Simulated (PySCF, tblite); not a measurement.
# C₆H₁₀OS: a rotation path, then NMR shifts on frames, part 2 of 2

tblite 0.8.0 and PySCF 2.14.0. Atoms count from 0.

### Step 6. Shielding tensors: image 5, PBE0/pcSseg-1

The job: settings as JSON, then the geometry in Å.

```
{"job": {"kind": "nmr", "xc": "PBE0", "basis": "pcSseg-1", "pop": false}, "charge": 0, "multiplicity": 1}
C     -2.795700     1.345200    -0.258500
C     -2.044900     0.568200     0.497900
C     -1.235600    -0.590400    -0.011300
C      0.202100    -0.455000     0.392000
C      0.700100    -0.920300     1.521200
S      1.159500     0.499100    -0.859400
C      2.858200     0.088100    -0.256300
O      0.981500    -0.258700    -2.102300
H     -3.379300     2.149300     0.156900
H     -2.865100     1.204300    -1.324300
H     -1.990300     0.727500     1.567600
H     -1.302700    -0.645300    -1.099400
H     -1.644000    -1.511600     0.415500
H      0.081000    -1.471900     2.211600
H      1.725600    -0.797800     1.818100
H      3.019900     0.595900     0.687300
H      3.551100     0.465600    -1.001100
H      2.970200    -0.986000    -0.161400
```

Method: GIAO PBE0/pcSseg-1 NMR shielding, non-relativistic, gas phase.

Output:

```text
coarse grid: 15432 points
cycle   1  E = -707.1679253988  dE =  1.231e+00  |g| = 9.241e-01  |ddm| = 3.963e+00
cycle   2  E = -706.4205894037  dE =  7.473e-01  |g| = 2.102e+00  |ddm| = 3.938e+00
cycle   3  E = -707.3239032288  dE = -9.033e-01  |g| = 2.604e-01  |ddm| = 3.401e+00
cycle   4  E = -707.3390498686  dE = -1.515e-02  |g| = 9.771e-02  |ddm| = 3.938e-01
cycle   5  E = -707.3413341435  dE = -2.284e-03  |g| = 2.158e-02  |ddm| = 1.210e-01
cycle   6  E = -707.3414408946  dE = -1.068e-04  |g| = 7.047e-03  |ddm| = 2.933e-02
cycle   7  E = -707.3414523050  dE = -1.141e-05  |g| = 2.528e-03  |ddm| = 8.153e-03
cycle   8  E = -707.3414538426  dE = -1.538e-06  |g| = 6.465e-04  |ddm| = 2.958e-03
final grid: 143928 points
cycle   9  E = -707.4037023002  dE = -3.990e-05  |g| = 1.137e-02  |ddm| = 3.765e-02
cycle  10  E = -707.4036612570  dE =  4.104e-05  |g| = 1.781e-02  |ddm| = 2.969e-02
cycle  11  E = -707.4037307325  dE = -6.948e-05  |g| = 3.505e-03  |ddm| = 2.183e-02
cycle  12  E = -707.4037331891  dE = -2.457e-06  |g| = 2.595e-04  |ddm| = 3.277e-03
cycle  13  E = -707.4037332035  dE = -1.447e-08  |g| = 1.409e-04  |ddm| = 5.868e-04
cycle  14  E = -707.4037332083  dE = -4.819e-09  |g| = 4.193e-05  |ddm| = 1.860e-04
cycle  15  E = -707.4037332087  dE = -3.706e-10  |g| = 1.655e-05  |ddm| = 4.423e-05
converged SCF energy = -707.4037332087

GIAO shielding tensors (ppm)
atom      isotropic    diamagn.    paramagn.     s11        s22        s33       span
  0 C       62.169     252.597    -190.428    -49.923     78.261    158.170    208.093
  1 C       40.508     257.045    -216.536    -77.171     55.299    143.396    220.567
  2 C      146.904     246.301     -99.396    128.168    147.798    164.746     36.579
  3 C       13.399     267.928    -254.529    -90.917     10.937    120.176    211.093
  4 C       70.560     254.419    -183.858    -24.754     77.157    159.278    184.032
  5 S      168.965    1054.182    -885.218     -6.037     97.354    415.577    421.613
  6 C      143.444     256.054    -112.611    117.195    131.211    181.925     64.729
  7 O      285.717     398.286    -112.570     68.981    297.197    490.973    421.992
  8 H       26.346      28.114      -1.768     23.341     25.505     30.193      6.853
  9 H       26.157      30.865      -4.708     22.557     25.750     30.163      7.606
 10 H       25.941      31.761      -5.820     23.298     25.400     29.125      5.827
 11 H       27.875      32.390      -4.515     24.494     28.994     30.138      5.644
 12 H       28.681      31.330      -2.649     24.707     27.609     33.728      9.022
 13 H       26.049      32.166      -6.117     23.566     24.871     29.709      6.143
 14 H       26.334      33.485      -7.152     23.627     25.039     30.335      6.708
 15 H       29.674      32.040      -2.366     25.489     28.197     35.336      9.847
 16 H       28.916      29.052      -0.136     25.784     26.940     34.024      8.240
 17 H       29.077      31.874      -2.797     25.934     28.340     32.957      7.023
```

Wall time 28 s (1 thread of Arm Neoverse V1, shared host); peak memory 0.87 GiB.

In short: δ C3 173.5, C1 146.4, C0 124.8, C4 116.4, H10 5.78, H13 5.67 ppm.

### Step 7. NMR shieldings: image 8, PBE0/pcSseg-1

The job: settings as JSON, then the geometry in Å.

```
{"job": {"kind": "nmr", "xc": "PBE0", "basis": "pcSseg-1", "pop": false}, "charge": 0, "multiplicity": 1}
C     -2.663100     1.109900    -0.375800
C     -2.098800     0.210200     0.405500
C     -0.916700    -0.622500    -0.005600
C      0.305500    -0.127200     0.694900
C      0.629600    -0.316000     1.960200
S      1.398100     0.945000    -0.326100
C      2.623000    -0.413500    -0.631500
O      0.711400     1.137400    -1.604000
H     -3.497800     1.706000    -0.048000
H     -2.306000     1.288700    -1.376300
H     -2.448400     0.052000     1.417500
H     -0.763700    -0.517600    -1.082300
H     -1.092600    -1.672600     0.241200
H      0.033100    -0.924100     2.621200
H      1.514500     0.126300     2.386900
H      3.061600    -0.703500     0.315500
H      3.383800    -0.021800    -1.298600
H      2.118000    -1.250500    -1.100700
```

With the program's defaults for keys left out, this is: GIAO PBE0/pcSseg-1 NMR shielding, non-relativistic, gas phase.

Output:

```text
coarse grid: 15432 points
cycle   1  E = -707.1751849344  dE =  1.233e+00  |g| = 9.152e-01  |ddm| = 3.963e+00
cycle   2  E = -706.4732284381  dE =  7.020e-01  |g| = 2.053e+00  |ddm| = 3.968e+00
cycle   3  E = -707.3275602146  dE = -8.543e-01  |g| = 2.634e-01  |ddm| = 3.402e+00
cycle   4  E = -707.3432102683  dE = -1.565e-02  |g| = 9.230e-02  |ddm| = 3.925e-01
cycle   5  E = -707.3452301692  dE = -2.020e-03  |g| = 2.255e-02  |ddm| = 1.193e-01
cycle   6  E = -707.3453401440  dE = -1.100e-04  |g| = 8.343e-03  |ddm| = 2.988e-02
cycle   7  E = -707.3453556531  dE = -1.551e-05  |g| = 2.924e-03  |ddm| = 8.531e-03
cycle   8  E = -707.3453578042  dE = -2.151e-06  |g| = 6.008e-04  |ddm| = 3.624e-03
final grid: 143928 points
cycle   9  E = -707.4074025206  dE = -3.570e-05  |g| = 1.118e-02  |ddm| = 3.675e-02
cycle  10  E = -707.4073617758  dE =  4.074e-05  |g| = 1.767e-02  |ddm| = 2.965e-02
cycle  11  E = -707.4074297153  dE = -6.794e-05  |g| = 3.508e-03  |ddm| = 2.184e-02
cycle  12  E = -707.4074322333  dE = -2.518e-06  |g| = 2.206e-04  |ddm| = 3.480e-03
cycle  13  E = -707.4074322439  dE = -1.064e-08  |g| = 1.186e-04  |ddm| = 4.543e-04
cycle  14  E = -707.4074322474  dE = -3.451e-09  |g| = 2.836e-05  |ddm| = 1.486e-04
cycle  15  E = -707.4074322475  dE = -1.564e-10  |g| = 1.466e-05  |ddm| = 3.797e-05
converged SCF energy = -707.4074322475

GIAO shielding tensors (ppm)
atom      isotropic    diamagn.    paramagn.     s11        s22        s33       span
  0 C       60.638     253.307    -192.669    -52.245     74.140    160.019    212.264
  1 C       42.894     257.695    -214.801    -77.496     56.218    149.960    227.457
  2 C      156.940     246.299     -89.359    134.682    154.650    181.487     46.806
  3 C       12.907     268.219    -255.312    -93.058     18.479    113.300    206.358
  4 C       70.477     254.474    -183.997    -37.550     82.668    166.313    203.863
  5 S      192.404    1054.398    -861.995     52.123    105.098    419.990    367.867
  6 C      134.354     254.897    -120.544     90.026    130.398    182.637     92.611
  7 O      279.775     400.504    -120.729     70.824    304.931    463.570    392.746
  8 H       26.338      28.136      -1.799     23.595     25.479     29.939      6.344
  9 H       26.085      31.688      -5.602     22.333     25.325     30.598      8.265
 10 H       25.782      31.681      -5.900     23.434     25.313     28.598      5.164
 11 H       27.646      32.910      -5.264     25.153     27.633     30.152      4.999
 12 H       28.938      31.651      -2.713     24.980     27.105     34.729      9.749
 13 H       25.984      32.316      -6.332     22.962     24.536     30.455      7.493
 14 H       26.460      31.989      -5.529     23.396     25.011     30.975      7.579
 15 H       30.285      31.476      -1.192     26.702     28.602     35.551      8.849
 16 H       29.242      29.254      -0.012     26.355     26.689     34.681      8.326
 17 H       29.157      32.031      -2.874     26.276     28.479     32.716      6.439
```

It took 28 s on 1 thread of Arm Neoverse V1, shared host; peak memory 0.88 GiB.

Key values: δ C3 174.0, C1 144.0, C0 126.3, C4 116.4, H10 5.94, H13 5.73 ppm.

### Step 8. Comparing the runs: NMR shifts

Shifts (ppm) of some atoms, chosen among heavy atoms and hydrogens apart, with basis size and wall time:

| frame | C4 | C6 | C2 | H14 | H11 | S5 | O7 | functions | time |
| --- | --- | --- | --- | --- | --- | --- | --- | --- | --- |
| image 0 | 120.2 | 54.2 | 41.9 | 6.51 | 2.76 | 317 | 67.0 | 193 | 35 s |
| image 1 | 122.3 | 54.5 | 44.3 | 6.66 | 3.06 | 320 | 62.2 | 193 | 27 s |
| image 3 | 118.9 | 44.1 | 46.5 | 6.15 | 3.27 | 326 | 67.5 | 193 | 27 s |
| image 5 | 116.4 | 43.5 | 40.0 | 5.38 | 3.84 | 335 | 50.4 | 193 | 28 s |
| image 8 | 116.4 | 52.6 | 30.0 | 5.26 | 4.07 | 311 | 56.3 | 193 | 28 s |

### Step 9. Outcome

What follows sums up all 2 parts.

```
                                       quantity                                                           value
                                        barrier                              0.178 eV (4.1 kcal/mol) at image 3
                          end to end (GFN2-xTB)                                                        0.026 eV
13C shifts against TMS (PBE0/pcSseg-1, image 0)                      169.8, 149.6, 123.7, 120.2, 54.2, 41.9 ppm
 1H shifts against TMS (PBE0/pcSseg-1, image 0)  6.51, 6.14, 5.97, 5.38, 5.35, 3.54, 2.76, 2.60, 2.57, 1.99 ppm
33S shifts against CS2 (PBE0/pcSseg-1, image 0)                                                         317 ppm
17O shifts against H2O (PBE0/pcSseg-1, image 0)                                                        67.0 ppm
          surface potential, 1st and 99th percentile                                              -2.07 V and 1.01 V
                       range of the shift of S5                                                  311 to 335 ppm
```

Along the band the dihedral turns by 172°, and the top (dihedral 150°) lies 4.1 kcal/mol above the start (GFN2-xTB, rough), so at room temperature this motion is fast. Ends this close can change order at a higher level. The top was not checked by a frequency run. Shifts at one fixed geometry are not the observed spectrum, which averages over the motion. In the first frame run (image 0): The largest span, 391 ppm, is at O7, where the paramagnetic term is -126 ppm. At PBE0/pcSseg-1, counted by nearest atom on the grid, the HOMO lies on O7 48 %; S5 26 %, the LUMO on C3, C4 about 21 % each; C0, C1 about 8 % each. In ppm, S5 moves most: its shift spreads over 23 ppm, from 311 (image 8) to 335 (image 5).
